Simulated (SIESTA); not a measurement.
Sr in SIESTA: convergence with vacuum

Input of the first run (vacuum 6); the others differ in this setting and in those tied to it:

Sr.fdf

```
SystemName                      Sr
SystemLabel                     Sr
NumberOfSpecies                 1
NumberOfAtoms                   4
%block ChemicalSpeciesLabel
  1  38 Sr
%endblock ChemicalSpeciesLabel

LatticeConstant                 1.0 Ang
%block LatticeVectors
     4.3025326315     0.0000000000     0.0000000000
     0.0000000000     4.3025326315     0.0000000000
     0.0000000000     0.0000000000    15.1270000000
%endblock LatticeVectors
AtomicCoordinatesFormat         Fractional
%block AtomicCoordinatesAndAtomicSpecies
     0.5000000000     0.5000000000     0.1983208832  1  Sr
     0.0000000000     0.0000000000     0.3994413962  1  Sr
     0.5000000000     0.5000000000     0.6005619092  1  Sr
     0.0000000000     0.0000000000     0.8016824222  1  Sr
%endblock AtomicCoordinatesAndAtomicSpecies

%block kgrid.MonkhorstPack
    4   0   0  0.0
    0   4   0  0.0
    0   0   1  0.0
%endblock kgrid.MonkhorstPack
XC.Functional                   GGA
XC.Authors                      RPBE
PAO.BasisSize                   DZP
PAO.EnergyShift                 0.003 Ry
Mesh.Cutoff                     500 Ry
OccupationFunction              FD
ElectronicTemperature           0.05 eV
Slab.DipoleCorrection           vacuum
MaxSCFIterations                120
SCF.MustConverge                false
SCF.Mixer.Method                Pulay
SCF.Mixer.Weight                0.25
SCF.Mixer.History               8
SCF.DM.Tolerance                5.0e-05
SCF.H.Tolerance                 1.0e-03 eV
WriteForces                     true
Charge.Mulliken                 end
%block PAO.Basis
  Sr 5
  n=4 0 2
    3.889 0.000
  n=5 0 2
    9.500 0.000
  n=4 1 2
    4.612 0.000
  n=5 1 1
    9.500
  n=4 2 1
    7.000
%endblock PAO.Basis
```

Potentials or basis: PseudoDojo 0.4 standard (PBE files), DZP (energy shift 0.003 Ry; two zetas on semicore shells; d shell added on Sr).

Command:

```console
$ siesta Sr.fdf > Sr.out 2>&1
```

Hardware: 1 thread of Arm Neoverse V2, on a shared host.

The values tried are 6, 8, 10, 12, 15, 20, loosest first. From which on does the energy stay within 1 meV/atom of the tightest run that finished?

From 10 on.

```
vacuum  energy less the tightest run, at zero smearing (meV/atom)  largest force (eV/Å)  SCF cycles  CPU time (s)  peak memory (GiB)
     6                                                      -8.61                 0.099          12            41                0.4
     8                                                       3.26                 0.091          13            43               0.41
    10                                                       0.00                 0.091          12            42               0.42
    12                                                       0.00                 0.091          12            40               0.41
    15                                                       0.00                 0.091          12            44               0.45
    20                                                       0.00                 0.091          12            41               0.45
```

Against the tightest run, the largest force stays within 0.005 eV/Å from 8 on. The tightest run that finished is the yardstick and may itself not be fully converged.

Caveat, for the tightest run too: the k mesh is coarse (spacing up to 0.37 Å⁻¹), so the values aren't converged; the potentials were made for another functional, which shifts forces and pressure.
